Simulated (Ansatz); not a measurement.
# TiTe2: how the settings move a single-point run

Aim: see which settings change the result for TiTe2, by how much, and at what cost.

Method: reference: DFT, r2SCAN, plane waves, PAW, in Ansatz 0.2.0.

4 further runs of the same task are left out: 1 for a known fault of the program, 3 that didn't finish.

### Step 1. The structure to begin with

It takes space group P-3m1 (No. 164, trigonal). Conventional cell: a = 3.790 Å, b = 3.790 Å, c = 6.556 Å, α = 90.00°, β = 90.00°, γ = 120.00°. Ti (site symmetry -3m) has 6 Te at 2.77 Å as nearest neighbours. Te (site symmetry 3m) is surrounded by 3 Ti at 2.77 Å.

Coordinates:

```cif
data_structure
_symmetry_space_group_name_H-M 'P-3m1'
_symmetry_Int_Tables_number 164
_cell_length_a 3.7904
_cell_length_b 3.7904
_cell_length_c 6.5559
_cell_angle_alpha 90.000
_cell_angle_beta 90.000
_cell_angle_gamma 120.000
_cell_volume 81.57
loop_
_atom_site_label
_atom_site_type_symbol
_atom_site_symmetry_multiplicity
_atom_site_Wyckoff_symbol
_atom_site_fract_x
_atom_site_fract_y
_atom_site_fract_z
_atom_site_occupancy
Ti1 Ti 1 a 0.00000 0.00000 0.00000 1
Te1 Te 2 d 0.66667 0.33333 0.25780 1
```

### Step 2. Reference

File input.yaml:

```yaml
crystal:
  lattice:
    - [3.7903815437, 0.0, 0.0]
    - [-1.8951907719, 3.2825667069, 0.0]
    - [0.0, 0.0, 6.5558879831]
  atoms:
    - { symbol: Ti, position: [0.0, 0.0, 0.0] }
    - { symbol: Te, position: [0.6666666667, 0.3333333333, 0.2577957668] }
    - { symbol: Te, position: [0.3333333333, 0.6666666667, 0.7422042332] }
kpoints:
  mp_grid: { grid: [6, 6, 4] }
hamiltonian:
  xc: r2scan
scf:
  occupations: { method: fermi_dirac, width: 0.02 }
  n_extra_bands: 4
output:
  forces: true
  stress: true
  eigenvalues: true
```

Launch:

```sh
$ ansatz run input.yaml --threads 4 --pin off --max-ram 3686MiB --backend cpu --events-out ev --progress --plain --runs-dir out
```

### Step 3. Changing settings: xc lda

input.yaml, as its differences from that of step 2:

```diff
@@ -12,3 +12,3 @@
 hamiltonian:
-  xc: r2scan
+  xc: lda
 scf:
```

### Step 4. Changed: xc pbesol

input.yaml, as its differences from that of step 2:

```diff
@@ -12,3 +12,3 @@
 hamiltonian:
-  xc: r2scan
+  xc: pbesol
 scf:
```

What does the calculation give? Wanted: for each run, ending; energy change; pressure; gap; force.

As calculated:

| run | ending | energy change | pressure (GPa) | gap (eV) | force (eV/Å) | cycles | time |
| --- | --- | --- | --- | --- | --- | --- | --- |
| reference | converged | - | 0.9 | 0.00 | 0.05 | 9 | 4.7 s |
| 1: xc lda | converged | not comparable | -4.1 | 0.00 | 0.23 | 6 | 1.8 s |
| 2: xc pbesol | converged | not comparable | -2.3 | 0.00 | 0.04 | 6 | 1.8 s |

Residual by cycle in the longest SCF loop of each run; runs are numbered as in the table. The quantity is the density residual dr2, in eV.

```csv
cycle,reference,run 1,run 2
1,0.783,0.0175,0.0421
2,0.442,0.0264,0.058
3,0.00379,0.00308,0.00301
4,0.00141,5.7e-5,6.5e-5
5,5.5e-4,2.2e-6,7.7e-7
6,7.8e-6,2.5e-8,9.0e-8
7,8.7e-7,-,-
8,2.1e-7,-,-
9,5.0e-8,-,-
```

What this shows: The pressure spans -4.1 to 0.9 GPa over the reference and the converged variants. The reference has no spin polarisation; with Ti present, a magnetic state may lie lower.
